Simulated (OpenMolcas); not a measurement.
# Yb³⁺ with 8 ligands (fluoride): CASSCF and CASPT2 levels and susceptibility

Which state of Yb³⁺ lies lowest among these ligands, how large is the field, and what χT follows?

Method: state-averaged CASSCF and CASPT2, spin-orbit coupling by RASSI with atomic mean-field integrals. Code: OpenMolcas 26.06.

## 1. The system

| Quantity | Value |
| --- | --- |
| Species | Yb³⁺ (ytterbium, Z = 70, 67 electrons) |
| Basis | ANO-RCC-VTZP [8s7p5d3f2g1h], 344 functions with the ligands |
| Scalar Hamiltonian | DKH2, point nucleus |
| Inactive shells | 1s 2s 2p 3s 3p 3d 4s 4p 4d 5s 5p of the metal, and all ligand shells |
| Active space | 13 electrons in 7 orbitals (4f) |
| Some configurations of this space | 4f¹³ |
| Orbitals | optimised for the highest spin of each parity, averaged over all roots |

The outer shells:

4f13
```
4f [↑↓][↑↓][↑↓][↑↓][↑↓][↑↓][↑ ]
```

Yb³⁺ is taken with 8 ligands (fluoride) in cube coordination (Oh) at 2.29 Å. A charge of +0.625 e stands 2.4 Å behind each ligand. Ligand basis ANO-RCC-VTZP. The distances are assumed, not relaxed.

```xyz
9

Yb    0.0000    0.0000    0.0000
F     1.3221    1.3221    1.3221
F     1.3221    1.3221   -1.3221
F     1.3221   -1.3221    1.3221
F     1.3221   -1.3221   -1.3221
F    -1.3221    1.3221    1.3221
F    -1.3221    1.3221   -1.3221
F    -1.3221   -1.3221    1.3221
F    -1.3221   -1.3221   -1.3221
```

The work runs as a chain of OpenMolcas steps in one folder; each step below is one input file. Labels, J, g values, rates, χT and fits are worked out afterwards by a script from the matrices that RASSI stores. The input lists half of the charges; inversion (Group=XYZ) makes the rest.

## 2. One- and two-electron integrals

Input file a.inp:

```
&GATEWAY
Coord
9

Yb 0.0 0.0 0.0
F 1.322132 1.322132 1.322132
F 1.322132 1.322132 -1.322132
F 1.322132 -1.322132 1.322132
F 1.322132 -1.322132 -1.322132
F -1.322132 1.322132 1.322132
F -1.322132 1.322132 -1.322132
F -1.322132 -1.322132 1.322132
F -1.322132 -1.322132 -1.322132
Basis=Yb.ANO-RCC-VTZP,F.ANO-RCC-VTZP
Group=XYZ
NoMove
AngMom=0.0 0.0 0.0
AMFI
RICD
XField
4 Angstrom 0
2.707773 2.707773 2.707773 0.625000
2.707773 2.707773 -2.707773 0.625000
2.707773 -2.707773 2.707773 0.625000
2.707773 -2.707773 -2.707773 0.625000
&SEWARD
```

Command:

```console
$ OMP_NUM_THREADS=1 MOLCAS_MEM=3686 MOLCAS_PROJECT=a pymolcas a.inp > a.log
```

## 3. Reference wave functions, doublets of odd parity, 7 roots

Input file a.inp:

```
&RASSCF
FileOrb=start.orb
Symmetry=2
Spin=2
nActEl=13 0 0
Inactive=35 32
Ras2=0 7
CIRoot=7 7 1
SDav=7
CIMx=300
Iter=150 100
PrWF=0.3
OrbListing=Nothing
MaxOrb=0
LevShft=1.0
>>> COPY $Project.JobIph JOB001
```

start.orb holds start orbitals that the driver prepared beforehand, or those of the step before.

## 4. RASSI: spin-orbit coupling between the states

Input file a.inp:

```
&RASSI
NrOfJobIphs=1 7
1 2 3 4 5 6 7
IphNames
JOB001
EJob
SpinOrbit
DIPRint=1.0
SOCoupling=1000.0
Subsets=2
Property=9
'ANGMOM' 1 'ANGMOM' 2 'ANGMOM' 3 'MLTPL  1' 1 'MLTPL  1' 2 'MLTPL  1' 3
'AMFI' 1 'AMFI' 2 'AMFI' 3
SOProperty=3
'ANGMOM' 1 'ANGMOM' 2 'ANGMOM' 3
```

## 5. CASPT2: IPEA 0.25, imaginary shift 0.1 (closed shells correlated: 5s 5p of the metal, with ligand shells; the Frozen line counts the rest)

Input file a.inp:

```
>>> COPY JOB001 $Project.JobIph
&CASPT2
Multistate=7 1 2 3 4 5 6 7
NoMult
Frozen=18 13
IPEA=0.25
Imaginary=0.1
MaxIter=60
WThr=0.0 0.3 0.05
PrWF=0.5
NoMix
```

(Steps that only read results are left out.)

Q: Predict the outcome of this session. Wanted: spin-free ground state; first state of the same spin within the active space; lowest level; next level.

As calculated:

| quantity | value |
| --- | --- |
| method | SS-CASPT2, IPEA 0.25, imaginary shift 0.1 (closed shells correlated: 5s 5p of the metal, with ligand shells; the Frozen line counts the rest) |
| spin-free ground state | 2A2, 1-fold in its orbital part |
| first state of the same spin within the active space | 2T2 at 719 cm⁻¹ |
| lowest level | 2-fold Γ7, g = 3.46, 3.46, 3.46 |
| next level | 437.7 cm⁻¹ |
| χT at 300 K | 2.26 cm³ K/mol |
| effective moment at 300 K | 4.25 μB |

Cost by method:

| method | time of its own steps | time with the reference |
| --- | --- | --- |
| A. CASSCF | 2.5 min | 2.5 min |
| B. SS-CASPT2, IPEA 0.25, imaginary shift 0.1, +5s 5p | 9.4 min | 12 min |

Times are of one thread on a shared host.

In words: The spin-free ground state (2A2) is 1-fold and keeps the highest spin of the shell.
